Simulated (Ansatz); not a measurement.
# AlFGeH4S, SMILES [F][GeH]([AlH2])[SH]: a ladder of methods at one geometry

Program: Ansatz 0.2.0, Python API.

Notebook, run cell by cell (the value of a cell's last expression is shown):

**Cell 1**
```python
from pathlib import Path

import ansatz as az
import numpy as np
```

**Cell 2**
```python
BASIS = "def2-SVP"

geometry_ang = [
    ("F", (-2.1191, 0.6334, -0.0906)),
    ("Ge", (-0.6887, -0.0613, -0.6885)),
    ("Al", (1.1912, 0.9297, 0.4551)),
    ("S", (-0.6628, -2.232, -0.2943)),
    ("H", (-0.5489, 0.1805, -2.2298)),
    ("H", (2.7037, 0.4487, 0.129)),
    ("H", (1.0179, 2.0652, 1.572)),
    ("H", (-0.8011, -2.0214, 1.0912)),
]
geometry = az.Crystal.molecule()
for symbol, xyz in geometry_ang:
    geometry = geometry.atom(symbol, xyz)
```

**Cell 3**
```python
job = geometry.calculation()
job = job.basis(gaussian=BASIS)
job = job.accuracy("medium").scf(lower_state_search="standard")
```

**Cell 4**
```python
print("functional    E (Ha)        dipole (D)   HOMO (eV)  LUMO (eV)")
for name in ["pbe0", "r2scan", "r2scan0", "lda", "blyp"]:
    report = job.functional(name).forces().orbitals().run(threads=1, runs_dir="runs").report
    lines = Path(report["orbitals_path"]).read_text().splitlines()
    field_of = lambda key: [line.split("=")[1].strip() for line in lines if line.startswith(key)]
    orbitals = [(27.211386 * float(e), s, float(n)) for e, s, n in zip(field_of("Ene="), field_of("Spin="), field_of("Occup="))]
    homo = max(e for e, _, n in orbitals if n > 0.5)
    lumo = min(e for e, _, n in orbitals if n < 0.5)
    dipole = 4.803205 * np.linalg.norm(report["charge_distribution"]["dipole_moment_e_ang"])
    print(f"{name:10s} {report['free_energy_ev'] / 27.211386246:14.6f} {dipole:9.3f} {homo:11.3f} {lumo:10.3f}")
```
Output:
```text
functional    E (Ha)        dipole (D)   HOMO (eV)  LUMO (eV)
pbe0         -2818.751365     1.219      -7.257     -2.379
r2scan       -2819.263510     1.169      -6.385     -2.889
r2scan0      -2819.221415     1.316      -7.444     -2.278
lda          -2813.106220     1.092      -6.149     -3.309
blyp         -2819.395986     0.975      -5.880     -2.913
```

What to keep in mind:
- These settings explore the input space; basis and method may be short of convergence.
- The geometry is a force-field or estimated start, not a minimum of this method, and the basis set is short of its limit. A lower total doesn't mark the better method: functionals have no common bound, and MP2 and coupled cluster aren't variational.
- Levels such as HOMO and LUMO are orbital energies: with these approximate functionals they aren't the ionisation energy and electron affinity, and their gap isn't the fundamental gap.
- It ran for 14 s on 1 thread of Intel(R) Xeon(R) 6975P-C (Granite Rapids), with other jobs on the host, peak memory 0.32 GiB.

(Lines on the test bed's own set-up are left out of the output.)
